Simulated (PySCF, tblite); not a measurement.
# C7H6ClS radical: geometry, infrared bands and EPR parameters

What infrared bands and EPR parameters should C7H6ClS radical (`CSc1[c]cc(Cl)cc1`) show?

The runs use tblite 0.8.0 and PySCF 2.14.0, with density-fitted response routines of our own; the level of theory stands in each step. All values are computed, except where a source is named. Atoms count from 0, in the outputs and in this text.

**1. The starting structure**

15 atoms, charge 0, multiplicity 2; geometry from: force field or distance geometry start.

Bonds of the start (Å): C0–S1 1.81, S1–C2 1.77, C2–C3 1.41, C3–C4 1.39, C4–C5 1.39, C5–Cl6 1.71, C5–C7 1.39, C7–C8 1.40, C8–C2 1.40, C0–H9 1.09, C0–H10 1.08, C0–H11 1.10, C4–H12 1.09, C7–H13 1.09, C8–H14 1.07.

**2. Geometry optimisation with GFN2-xTB**

What the job is given:

```
{"job": {"kind": "relax", "xc": "GFN2-xTB", "basis": "xTB"}, "charge": 0, "multiplicity": 2}
C      2.794700     1.049800     0.533700
S      2.155100    -0.645600     0.559200
C      0.446000    -0.426100     0.168000
C     -0.119000     0.841700    -0.094200
C     -1.470600     0.973400    -0.391400
C     -2.284300    -0.155300    -0.465900
Cl    -3.946600     0.012600    -0.852600
C     -1.739600    -1.413400    -0.212700
C     -0.384200    -1.553600     0.097600
H      2.657400     1.491100    -0.454400
H      3.850600     1.039000     0.770200
H      2.273100     1.665700     1.282300
H     -1.879000     1.965800    -0.578600
H     -2.371300    -2.303500    -0.269200
H      0.013200    -2.533400     0.288900
```

The run is started by

```sh
$ OMP_NUM_THREADS=1 python probes_run.py task.json out
```

One launch serves the whole session: the jobs run in the order shown.

The program printed:

```text
step      E/eV     max force
  0    -700.13019    2.279
  1    -700.22461    0.579
  2    -700.23874    0.332
  3    -700.24620    0.190
  4    -700.24887    0.131
  5    -700.25076    0.123
  6    -700.25205    0.107
  7    -700.25363    0.146
  8    -700.25477    0.114
  9    -700.25555    0.065
 10    -700.25616    0.101
 11    -700.25680    0.106
 12    -700.25740    0.069
 13    -700.25790    0.066
 14    -700.25830    0.061
 15    -700.25881    0.107
 16    -700.25961    0.139
 17    -700.26071    0.128
 18    -700.26175    0.070
 19    -700.26238    0.050
 20    -700.26270    0.044
 21    -700.26297    0.049
 22    -700.26335    0.042
 23    -700.26376    0.058
 24    -700.26421    0.060
 25    -700.26469    0.065
 26    -700.26522    0.085
 27    -700.26562    0.067
 28    -700.26579    0.029
 29    -700.26583    0.015
 30    -700.26586    0.011
 31    -700.26587    0.010
 32    -700.26588    0.007
```

It took 0.27 s on 1 thread of Arm Neoverse V1, shared host.

Relaxation path:

```csv
step,energy from step 0 (eV),largest force (eV/Å)
0,0.0000,2.2787
1,-0.0944,0.5790
2,-0.1086,0.3319
3,-0.1160,0.1904
4,-0.1187,0.1305
5,-0.1206,0.1232
6,-0.1219,0.1067
7,-0.1234,0.1462
8,-0.1246,0.1138
9,-0.1254,0.0646
10,-0.1260,0.1007
11,-0.1266,0.1055
12,-0.1272,0.0686
13,-0.1277,0.0662
14,-0.1281,0.0609
15,-0.1286,0.1073
16,-0.1294,0.1386
17,-0.1305,0.1283
18,-0.1316,0.0702
19,-0.1322,0.0496
20,-0.1325,0.0441
21,-0.1328,0.0490
22,-0.1332,0.0417
23,-0.1336,0.0581
24,-0.1340,0.0599
25,-0.1345,0.0645
26,-0.1350,0.0852
27,-0.1354,0.0671
28,-0.1356,0.0288
29,-0.1356,0.0150
30,-0.1357,0.0108
31,-0.1357,0.0099
32,-0.1357,0.0071
```

Distances of close pairs at the start and the end, largest changes first:

```csv
bond,before (Å),after (Å),change (Å)
C2–C3,1.413,1.368,-0.044
C3–C4,1.390,1.357,-0.033
C7–C8,1.398,1.380,-0.017
C0–H11,1.101,1.086,-0.015
C7–H13,1.093,1.079,-0.014
C5–Cl6,1.715,1.728,+0.013
C4–H12,1.089,1.078,-0.011
S1–C2,1.767,1.759,-0.008
```

The next job starts from the end point, and lists it.

**3. Infrared spectrum with GFN2-xTB**

What the job is given:

```
{"job": {"kind": "ir", "xc": "GFN2-xTB", "basis": "xTB"}, "charge": 0, "multiplicity": 2}
C      2.704755     1.065668     0.516096
S      2.173702    -0.668367     0.573786
C      0.473794    -0.456045     0.175303
C     -0.089534     0.766122    -0.071327
C     -1.391921     0.987995    -0.381358
C     -2.223133    -0.133640    -0.451749
Cl    -3.895197     0.070558    -0.838821
C     -1.709876    -1.399766    -0.211703
C     -0.375377    -1.565924     0.098097
H      2.528189     1.459316    -0.480624
H      3.764907     1.079015     0.747052
H      2.147649     1.633641     1.255443
H     -1.784716     1.974855    -0.567731
H     -2.360819    -2.258259    -0.267977
H      0.033162    -2.547179     0.286462
```

The program printed:

```text
mode    cm-1     km/mol
  1      39.4      3.87
  2      77.8      0.28
  3     110.9      1.57
  4     129.3      1.84
  5     241.9      0.04
  6     271.0      0.00
  7     302.0      0.72
  8     350.5      1.55
  9     361.8      2.36
 10     459.7      0.11
 11     527.6      3.78
 12     583.2      2.71
 13     595.0      1.98
 14     719.6      5.22
 15     736.9      3.69
 16     794.6     28.01
 17     827.2      1.91
 18     881.1      0.02
 19     935.9     92.64
 20     946.8      0.69
 21     953.2      7.74
 22    1079.2     36.04
 23    1122.7      2.89
 24    1137.7     28.30
 25    1191.3      6.95
 26    1270.9     14.00
 27    1312.8      0.19
 28    1365.7     16.36
 29    1406.0     67.13
 30    1436.2      7.48
 31    1440.5     11.62
 32    1492.7      5.62
 33    1588.5      4.03
 34    3030.6      1.59
 35    3034.2      6.31
 36    3062.5      3.01
 37    3081.7     12.67
 38    3090.2      6.42
 39    3100.3      5.26
```

It took 0.61 s on 1 thread of Arm Neoverse V1, shared host.

The strongest bands and the atoms that carry them (share of the mass-weighted mode):

```csv
cm⁻¹,km/mol,atoms
795,28.0,"H14 42 %, H13 26 %, C8 11 %"
936,92.6,"C7 18 %, C8 16 %, C5 16 %, C3 15 %"
1079,36.0,"H12 41 %, C5 20 %, H14 19 %"
1138,28.3,"C2 33 %, H13 33 %, C8 12 %"
1271,14.0,"C5 31 %, C8 17 %, H13 16 %, C2 15 %"
1366,16.4,"C4 29 %, C2 20 %, C3 12 %, C8 12 %"
1406,67.1,"C7 36 %, C3 19 %, H13 13 %, C5 10 %"
3082,12.7,H14 84 %
```

**4. EPR parameters: B3LYP/pcH-1**

Settings changed since step 3:

```diff
@@ -1,2 +1,2 @@
-{"job": {"kind": "ir", "xc": "GFN2-xTB", "basis": "xTB"}, "charge": 0, "multiplicity": 2}
+{"job": {"kind": "epr", "basis": "pcH-1"}, "charge": 0, "multiplicity": 2}
 C      2.704755     1.065668     0.516096
```

Method: UKS B3LYP, pcH-1 on C Cl H S, non-relativistic, mean-field spin-orbit, GIAO.

The program printed:

```text
UKS, coarse grid
  cycle   1  E = -1128.64490619  |g| = 3.04e-01
  cycle   2  E = -1128.64263321  |g| = 2.97e-01
  cycle   3  E = -1128.68091200  |g| = 8.73e-02
  cycle   4  E = -1128.68372239  |g| = 4.85e-02
  cycle   5  E = -1128.68491636  |g| = 1.28e-02
  cycle   6  E = -1128.68501221  |g| = 4.38e-03
  cycle   7  E = -1128.68502889  |g| = 2.22e-03
  cycle   8  E = -1128.68503558  |g| = 1.27e-03
  cycle   9  E = -1128.68503854  |g| = 6.74e-04
UKS, final grid
  cycle   1  E = -1128.68501142  |g| = 1.03e-03
  cycle   2  E = -1128.68501012  |g| = 1.94e-03
  cycle   3  E = -1128.68501228  |g| = 1.86e-04
  cycle   4  E = -1128.68501236  |g| = 1.68e-04
  cycle   5  E = -1128.68501244  |g| = 7.26e-05
  cycle   6  E = -1128.68501245  |g| = 2.28e-05
E = -1128.68501245 Eh   <S^2> = 0.7574 (exact 0.7500)
g shifts (ppm)      1          2          3
  rmc          -170       -170       -170
  gc             29         11          3
  oz_so        -795       1168       1488
  total        -936       1009       1321
hyperfine (MHz)  atom isotope    a_iso     a_fc   dipolar eigenvalues
    0   13C      11.02      11.04     -1.44     -0.80      2.24
    1   33S       3.48       3.37     -4.54     -2.30      6.84
    2   13C      -0.32      -0.27    -13.89     -4.14     18.03
    3   13C     402.44     402.62    -78.78    -61.38    140.16
    4   13C      14.77      14.80    -13.29     -1.55     14.84
    5   13C      69.10      69.08     -5.65     -1.16      6.81
    6  35Cl       1.94       1.84     -3.52     -1.65      5.17
    7   13C      -6.31      -6.32     -6.12      2.27      3.85
    8   13C      41.14      41.16     -5.54     -1.68      7.21
    9    1H       2.52       2.51     -5.50     -3.35      8.86
   10    1H       3.78       3.78     -1.83     -1.26      3.08
   11    1H       2.50       2.50     -5.48     -3.34      8.82
   12    1H      64.19      64.19     -6.72     -5.57     12.29
   13    1H       3.21       3.21     -1.54      0.28      1.26
   14    1H      24.04      24.05     -2.79     -2.05      4.84
```

Run time: 2 min. Hardware: 1 thread of Arm Neoverse V1, shared host; peak memory 1.1 GiB.

Principal g values 2.00138, 2.00333, 2.00364; g(iso) = 2.00278, against 2.00232 for a free electron.

Hyperfine couplings; where a row names several nuclei, a(iso) is their mean (it holds for fast rotation or exchange) and the dipolar term the largest among them:

```csv
nuclei,isotope,a(iso) (MHz),"a(iso) (G, at g = 2.0023)",largest dipolar term (MHz)
C3,13C,402.4,143.6,140.2
C5,13C,69.1,24.7,6.8
H12,1H,64.2,22.9,12.3
C8,13C,41.1,14.7,7.2
H14,1H,24.0,8.6,4.8
C4,13C,14.8,5.3,14.8
C0,13C,11.0,3.9,2.2
C7,13C,-6.3,-2.3,-6.1
S1,33S,3.5,1.2,6.8
H13,1H,3.2,1.1,-1.5
"H9, H10, H11",1H,2.9,1.0,8.9
Cl6,35Cl,1.9,0.7,5.2
C2,13C,-0.3,-0.1,18.0
```

Mulliken spin populations:

C0 0.00; S1 0.02; C2 -0.08; C3 1.00; C4 -0.07; C5 0.06; Cl6 0.02; C7 -0.04; C8 0.05; H9 0.00; H10 0.00; H11 0.00; H12 0.02; H13 0.00; H14 0.01

In first order the couplings over 0.8 MHz of 1H, 35Cl give 128 distinct lines over 37.8 G, if the averaged nuclei exchange fast; the same motion can average rows kept apart here too.

Orbitals, density, ELF and potential are computed afterwards from the orbital file.

ELF in a plane through or near 13 of the atoms.

Ten even steps from '0' (0.00) to '9' (1.00):
```
0000000000000000000000000000
0000000000000000000000000000
0000000000000000000000000000
0000000000000019980001000000
0000000000000049990046510000
0000000000011029990178841000
0000000000057546660276662000
0000001231069782664568274100
0001554565058737684681586100
0007999435017861153536874100
0008999458345350168611442000
0004996473286284844782000000
0000000354556579477999200000
0000000574351165635999600000
0000000489850399920587100000
0000000256620499940010000000
0000000001100189710000000000
0000000000000000000000000000
0000000000000000000000000000
0000000000000000000000000000
```
The map spans 13.2 Å across and 10.1 Å up, centred on the molecule. Atoms in the plane (x, y in Å): C0 (-2.9, 0.2), S1 (-1.9, -1.3), C2 (-0.3, -0.6), C3 (-0.1, 0.8), C4 (1.1, 1.4), C5 (2.2, 0.6), Cl6 (3.8, 1.3), C7 (2.1, -0.8), C8 (0.8, -1.4), H10 (-4.0, -0.1), H12 (1.2, 2.5), H13 (2.9, -1.5), H14 (0.7, -2.5).

On the surface of density 0.002 e/bohr³ the electrostatic potential runs, from the 1st to the 99th percentile, from -0.70 V near S1 to 1.10 V near H10.

The spin density lies nearest to C3 71 %.

**5. What came out**

```
                                                                  quantity                 value
                                 strongest single infrared mode (GFN2-xTB)   936 cm⁻¹, 93 km/mol
                                              zero-point energy (GFN2-xTB)         64.5 kcal/mol
                                                            g(iso) (B3LYP)               2.00278
                                                                      ⟨S²⟩    0.757 (exact 0.75)
                                        largest a(iso) (averaged by class)  13C on C3, 402.4 MHz
potential on the surface of density 0.002 e/bohr³, 1st and 99th percentile    -0.70 V and 1.10 V
```

In words: Over 32 steps the energy fell by 0.136 eV; of the close pairs, C2–C3 changed most, 1.413 to 1.368 Å. No mode is imaginary among the 39: a minimum at this level. The strongest single mode, at 936 cm⁻¹, has its largest shares on C7, C8, C5 and C3 (the list is cut at 4 atoms). Unscaled tight-binding wavenumbers are off by several per cent, some by more. Its intensities can rank the bands wrongly. Most of the unpaired spin sits on C3 (1.00 e). The isotropic g lies 0.5 ppt above the free-electron value. These values are for one conformer; the search (at its own cheap level) found 2 more, at 0.01, 0.07 kcal/mol (those within 0.05 may be mirror or relabelled copies), and measured spectra average over such forms.
